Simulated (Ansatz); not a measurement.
# CH₆BNSn: basis-set convergence

How large a basis does CH₆BNSn need? Two functionals are run in growing sets.

Method: one geometry, several basis sets; program: Ansatz 0.2.0, Gaussian basis.

The runs, in order: PBE0-D4/def2-SVP; ωB97M-V/def2-SVP; PBE0-D4/def2-QZVPP; ωB97M-V/def2-QZVPP; the functionals' def2-TZVPP values are taken from earlier runs.

### 1 The relaxed structure

The geometry comes from an earlier relaxation with PBE0-D4 in a triple-zeta def2 set; it is a stationary point, not always the lowest conformer. Sn takes the def2 core potential; no spin-orbit term is included.

10 atoms, charge 0, spin multiplicity 1.

Atoms are counted from 1 here; the program's logs count them from 0.

Bond lengths: C1–Sn2 2.149 Å, C1–H5 1.090 Å, C1–H6 1.091 Å, C1–H7 1.090 Å, Sn2–B3 2.237 Å, Sn2–N4 2.173 Å, Sn2–H8 1.723 Å, B3–N4 1.338 Å, B3–H9 1.189 Å, N4–H10 1.009 Å. Angles: Sn2–C1–H5 109.8°, Sn2–C1–H6 109.7°, Sn2–C1–H7 109.5°, H5–C1–H6 109.0°, H5–C1–H7 109.7°, H6–C1–H7 109.1°, C1–Sn2–B3 122.5°, C1–Sn2–N4 105.8°, C1–Sn2–H8 106.7°, B3–Sn2–N4 35.3°, B3–Sn2–H8 120.8°, N4–Sn2–H8 104.7°, Sn2–B3–N4 69.7°, Sn2–B3–H9 145.7°, N4–B3–H9 144.6°, Sn2–N4–B3 75.0°, Sn2–N4–H10 150.8°, B3–N4–H10 134.2°.

### 2 PBE0-D4 in def2-SVP

Input file in.yaml:

```yaml
crystal:
  periodic: [false, false, false]
  atoms:
    - {symbol: C, position_ang: [-0.527244, 1.751317, 0.016218]}
    - {symbol: Sn, position_ang: [-0.792751, -0.353787, -0.327362]}
    - {symbol: B, position_ang: [0.919617, -1.723198, -0.772028]}
    - {symbol: N, position_ang: [0.971853, -1.313636, 0.500167]}
    - {symbol: H, position_ang: [-0.562956, 1.958784, 1.085753]}
    - {symbol: H, position_ang: [-1.323085, 2.308894, -0.479605]}
    - {symbol: H, position_ang: [0.434046, 2.067655, -0.387630]}
    - {symbol: H, position_ang: [-2.085785, -0.862046, 0.691944]}
    - {symbol: H, position_ang: [1.455253, -2.389113, -1.598072]}
    - {symbol: H, position_ang: [1.594250, -1.496070, 1.273414]}
basis:
  gaussian: {orbitals: def2-SVP}
hamiltonian: {xc: pbe0, dispersion: d4}
output: {orbitals: {seedname: orbitals}}
```

The runs that follow: ωB97M-V in def2-SVP; PBE0-D4 in def2-QZVPP; ωB97M-V in def2-QZVPP.

Q: Predict the results of all the runs planned. Wanted: PBE0-D4: double and triple zeta above quadruple; ωB97M-V: double and triple zeta above quadruple.

**Answer**, as computed:

| quantity | value |
| --- | --- |
| PBE0-D4: double and triple zeta above quadruple | 4.26, 0.26 eV |
| ωB97M-V: double and triple zeta above quadruple | 4.47, 0.25 eV |

**Reading.** For PBE0-D4 the step from double to triple zeta gains 4.01 eV and the next only 0.26 eV. Total energies overstate the basis error of differences, where much of it tends to cancel.
